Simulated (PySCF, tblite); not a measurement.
# C₄H₈F₃O₂P: geometry, infrared bands and NMR shifts

What infrared bands and NMR shifts should C₄H₈F₃O₂P (`COC[P@@](C)(=O)C(F)(F)F`) show?

Programs: tblite 0.8.0 and PySCF 2.14.0, with density-fitted response routines of our own. Each step states its level of theory. These are calculated values for one molecule in the gas phase, unless marked as measured. Atoms count from 0, in the outputs and in this text.

**1. The molecule as given**

18 atoms, charge 0, multiplicity 1; geometry from: force field or distance geometry start.

Bonds of the start (Å): C0–O1 1.42, O1–C2 1.42, C2–P3 1.81, P3–C4 1.79, P3–O5 1.50, P3–C6 1.74, C6–F7 1.33, C6–F8 1.35, C6–F9 1.34, C0–H10 1.10, C0–H11 1.09, C0–H12 1.09, C2–H13 1.09, C2–H14 1.08, C4–H15 1.10, C4–H16 1.10, C4–H17 1.09.

**2. Optimising the geometry with GFN2-xTB**

Job settings and geometry (Å):

```
{"job": {"kind": "relax", "xc": "GFN2-xTB", "basis": "xTB"}, "charge": 0, "multiplicity": 1}
C      2.534100     0.028200    -0.595100
O      1.760300    -0.155600     0.583800
C      0.583700    -0.927500     0.380800
P     -0.717600     0.129700    -0.292900
C     -0.807000     1.525200     0.823700
O     -0.471600     0.542500    -1.717500
C     -2.166000    -0.789800     0.009600
F     -2.068700    -1.931400    -0.672100
F     -2.214300    -1.036300     1.332300
F     -3.215500    -0.057800    -0.377100
H      2.004700     0.696000    -1.287900
H      2.740300    -0.929600    -1.074700
H      3.467600     0.503300    -0.306800
H      0.272400    -1.304600     1.354000
H      0.769100    -1.780600    -0.261800
H     -0.919200     1.206200     1.867800
H      0.101900     2.136700     0.743200
H     -1.662900     2.151700     0.558800
```

Command:

```
$ OMP_NUM_THREADS=1 python probes_run.py task.json out
```

This one command runs all jobs of the session in turn.

**Question.** This job is followed by: GFN2-xTB harmonic vibrations, gas phase; GIAO PBE0/pcSseg-1 NMR shielding, non-relativistic, gas phase. Predict these results of the whole session: strongest single infrared mode (GFN2-xTB); zero-point energy (GFN2-xTB); ¹³C shifts against TMS (PBE0/pcSseg-1); ¹H shifts against TMS (PBE0/pcSseg-1, means over atoms taken as alike); ¹⁷O shifts against H2O (PBE0/pcSseg-1); ³¹P shifts against H3PO4 (PBE0/pcSseg-1); ¹⁹F shifts against CFCl3 (PBE0/pcSseg-1, means over atoms taken as alike); surface potential, 1st and 99th percentile.

As calculated:

| quantity | value |
| --- | --- |
| strongest single infrared mode (GFN2-xTB) | 1077 cm⁻¹, 228 km/mol |
| zero-point energy (GFN2-xTB) | 76.7 kcal/mol |
| ¹³C shifts against TMS (PBE0/pcSseg-1) | 131.6, 75.0, 63.5, 12.4 ppm |
| ¹H shifts against TMS (PBE0/pcSseg-1, means over atoms taken as alike) | 4.13, 4.07, 3.85, 1.72 ppm |
| ¹⁷O shifts against H2O (PBE0/pcSseg-1) | 102.1, -3.5 ppm |
| ³¹P shifts against H3PO4 (PBE0/pcSseg-1) | 16.3 ppm |
| ¹⁹F shifts against CFCl3 (PBE0/pcSseg-1, means over atoms taken as alike) | -93.6 ppm |
| surface potential, 1st and 99th percentile | -1.91 V and 1.30 V |

**Reading.** Relaxing lowered the energy by 0.565 eV in 40 steps; the close pair that moved most is P3–C6, from 1.742 to 1.895 Å. All 48 modes are real, so the xTB geometry is a minimum. The strongest single mode, at 1077 cm⁻¹, moves mainly C6. Unscaled tight-binding wavenumbers are off by several per cent, some by more. Its intensities can rank the bands wrongly. At PBE0/pcSseg-1: The widest tensor belongs to P3: span 251 ppm, with a paramagnetic part of -664 ppm.
